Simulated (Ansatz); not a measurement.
# HCl: the cost of one run

Program: Ansatz 0.2.0. Level of theory: DFT r2SCAN, plane waves, PAW, scalar-relativistic, no spin polarisation. These are calculated values, not measurements.

## 1. The starting structure

The cell holds 12 atoms (Cl6H6): a = 6.739 Å, b = 6.739 Å, c = 6.739 Å, α = 90.00°, β = 90.00°, γ = 90.00°.

As a file:

```xyz
12
Lattice="6.7387 0.0000 0.0000 0.0000 6.7387 0.0000 0.0000 0.0000 6.7387" Properties=species:S:1:pos:R:3 pbc="T T T"
Cl   -0.3880    5.5320    0.7405
H     0.3975    5.5179   -0.2700
Cl    6.1093    1.1132    3.3603
H     7.3568    0.9340    3.5841
Cl    3.1507    3.0599    1.0941
H     4.3252    3.5647    1.1582
Cl    0.9085    3.1596    5.4454
H    -0.2283    3.1464    6.0333
Cl    2.9018    6.0621    3.8532
H     3.4149    7.1920    4.1668
Cl    3.2113    6.0795    0.4121
H     2.0692    6.0461    0.9891
```

## 2. Relaxing the start

input.yaml reads:

```yaml
accuracy: low
crystal:
  lattice:
    - [6.738664, 0.0, 0.0]
    - [0.0, 6.738664, 0.0]
    - [0.0, 0.0, 6.738664]
  atoms:
    - { symbol: Cl, position: [-0.0575773, 0.8209369, 0.1098951] }
    - { symbol: H, position: [0.0589877, 0.8188463, -0.0400631] }
    - { symbol: Cl, position: [0.9066092, 0.165199, 0.4986555] }
    - { symbol: H, position: [1.0917279, 0.1386062, 0.531869] }
    - { symbol: Cl, position: [0.4675617, 0.454088, 0.1623662] }
    - { symbol: H, position: [0.6418553, 0.5289908, 0.1718803] }
    - { symbol: Cl, position: [0.134825, 0.4688745, 0.8080763] }
    - { symbol: H, position: [-0.033886, 0.4669221, 0.8953233] }
    - { symbol: Cl, position: [0.4306212, 0.8995983, 0.5718068] }
    - { symbol: H, position: [0.5067606, 1.0672792, 0.6183381] }
    - { symbol: Cl, position: [0.4765468, 0.9021793, 0.0611607] }
    - { symbol: H, position: [0.3070667, 0.8972259, 0.1467833] }
basis:
  ecutwfc: 500.0
kpoints:
  mp_grid: { grid: [1, 1, 1] }
hamiltonian:
  xc: r2scan
scf:
  occupations: { method: fermi_dirac, width: 0.02 }
  lower_state_search: "off"
relax:
  f_tol: 0.3
  max_steps: 15
  adjacent_minimum: "off"
```

Command:

```sh
$ ansatz run input.yaml --threads 1 --pin off --max-ram 3072MiB --backend cpu --events-out ev --progress --plain --runs-dir out
```

Q: Estimate wall time and peak memory on 1 thread of Arm Neoverse V1, shared host.

About 2.6 min, with a peak of 0.57 GiB.
